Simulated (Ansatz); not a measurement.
**SiCl₂F− (SMILES F[Si-](Cl)Cl): a rigid scan of the bond length Si2–Cl4**

How does the energy rise as the bond length Si2–Cl4 leaves its equilibrium value, and do density functionals follow CCSD(T)? No other atom is relaxed.

The runs use Ansatz 0.2.0, Gaussian basis; single points in def2-TZVPPD.

Levels: PBE-D4, r2SCAN-D4, PBE0-D4, B3LYP-D4, wB97M-V, Hartree-Fock, MP2, CCSD, CCSD(T). The scan takes 1.821, 1.915, 2.052, 2.212, 2.389, 2.580, 2.783, 2.997, 3.220 Å.

Cores are frozen in the correlated methods. B3LYP uses VWN-RPA correlation.

19 further runs of the same task are left out: 19 set aside as unsound or not needed.

## 1. Starting geometry

The minimum, relaxed at PBE0-D4: SMILES `F[Si-](Cl)Cl`, 4 atoms, charge -1, spin multiplicity 1.

Atoms are counted from 1 here; the program's logs count them from 0.

Bond lengths: F1–Si2 1.651 Å, Si2–Cl3 2.221 Å, Si2–Cl4 2.221 Å. Angles: F1–Si2–Cl3 96.7°, F1–Si2–Cl4 96.7°, Cl3–Si2–Cl4 97.6°.

As a file:

```xyz
4
charge -1, multiplicity 1
F     1.1822   -0.3273    0.9385
Si    0.1825   -0.6767   -0.3276
Cl   -1.7268   -0.2839    0.7361
Cl    0.3621    1.2878   -1.3471
```

Energies of the minimum (eV), from earlier single points: PBE-D4 -35631.47223, r2SCAN-D4 -35644.58955, PBE0-D4 -35634.01686, B3LYP-D4 -35649.65502, wB97M-V -35645.93228, CCSD(T) -35605.36825.

At the minimum the bond length Si2–Cl4 is 2.221 Å.

## 2. Si2–Cl4 = 1.821 Å

File ccsdt-tzvppd/in.yaml:

```yaml
crystal:
  periodic: [false, false, false]
  atoms:
    - {symbol: F, position_ang: [1.182176, -0.327278, 0.938547]}
    - {symbol: Si, position_ang: [0.182502, -0.676696, -0.327562]}
    - {symbol: Cl, position_ang: [-1.726807, -0.283853, 0.736066]}
    - {symbol: Cl, position_ang: [0.329806, 0.934323, -1.163600]}
basis:
  gaussian: {orbitals: "def2-TZVPPD.json"}
total_charge: -1
correlation: {method: ccsd_t}
```

The basis file named in the input lies beside it (Basis Set Exchange, JSON).

No record of the launch command was kept for these runs.

The runs that follow: Si2–Cl4 = 1.915 Å; Si2–Cl4 = 2.052 Å; Si2–Cl4 = 2.212 Å; Si2–Cl4 = 2.389 Å; Si2–Cl4 = 2.580 Å; Si2–Cl4 = 2.783 Å; Si2–Cl4 = 2.997 Å; Si2–Cl4 = 3.220 Å.

**Question.** What will these runs give? Wanted: highest point, CCSD(T); lowest point, CCSD(T); RMS deviation from CCSD(T); largest T1 diagnostic.

The runs gave:

```
                  quantity                                                                                                          value
    highest point, CCSD(T)                                                                                        131.1 kJ/mol at 1.821 Å
     lowest point, CCSD(T)                                                                                          0.0 kJ/mol at 2.221 Å
RMS deviation from CCSD(T)  PBE-D4 7.9, r2SCAN-D4 2.4, PBE0-D4 2.4, B3LYP-D4 9.1, wB97M-V 2.4, Hartree-Fock 4.8, MP2 3.2, CCSD 0.7 kJ/mol
     largest T1 diagnostic                                                                                                          0.014
```

**Reading.** CCSD follows the CCSD(T) curve best and B3LYP-D4 worst.
